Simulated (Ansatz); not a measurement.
Consider vertical spin-state energies of FH₇N₂Si₂, SMILES N[SiH2][SiH](N)F (Ansatz 0.2.0, Python API).

Input file `fh7n2si2.xyz`:
```text
12

N    -1.84300   -0.71450   -0.44100
Si   -0.58720   -0.78330    0.77890
Si    1.40950    0.36870    0.10830
N     1.04140    1.87420   -0.68570
F     2.22590   -0.47130   -0.96520
H    -1.52140   -1.27960   -1.21500
H    -2.62150   -1.20870   -0.04790
H    -0.34290   -2.21120    1.02490
H    -1.17660   -0.16520    1.95390
H     2.28600    0.66380    1.25870
H     0.63220    1.62920   -1.63710
H     0.31550    2.35280   -0.19360
```

Script `fh7n2si2_spin.py`:
```python
"""Vertical spin-state energies of FH7N2Si2."""

import ansatz

molecule = ansatz.Crystal.molecule_from_extxyz("fh7n2si2.xyz")

calculation = (
    molecule.calculation()
    .basis(gaussian="def2-SVP")
    .functional("r2scan")
)
found = {}
for unpaired in [0, 2]:
    summary = calculation.spin("collinear", total=unpaired).run(threads=1, backend="cpu").report
    s = unpaired / 2
    found[unpaired] = summary["free_energy_ev"]
    print(f"2S+1 = {unpaired + 1}: E = {found[unpaired]:.5f} eV, <S^2> = {abs(summary['mean_field']['state']['spin_squared']):.3f} (pure state {s * (s + 1):.2f})")
lowest = min(found, key=found.get)
for unpaired, e in found.items():
    print(f"multiplicity {unpaired + 1}: {(e - found[lowest]):.3f} eV above the lowest")
```

Which spin state is lowest at this geometry, and how far above lie the others?

In order: multiplicity 1 (+0.00 eV) and multiplicity 3 (+4.87 eV), all at the one geometry.

What the script printed:

```console
$ python fh7n2si2_spin.py
2S+1 = 1: E = -21554.78808 eV, <S^2> = 0.000 (pure state 0.00)
2S+1 = 3: E = -21549.92128 eV, <S^2> = 2.006 (pure state 2.00)
multiplicity 1: 0.000 eV above the lowest
multiplicity 3: 4.867 eV above the lowest
```

Notes:
- Total energies depend on the basis set; only differences at equal settings carry meaning.
- The geometry is a force-field or estimated start, not a minimum of this method, and the basis set is short of its limit. All parts are taken at fixed geometry, without zero-point energy.
- Hardware and time: 41 s on 1 thread of Arm Neoverse V2, with other jobs on the host, peak memory 0.33 GiB.

(Lines on the test bed's own set-up are left out of the output.)
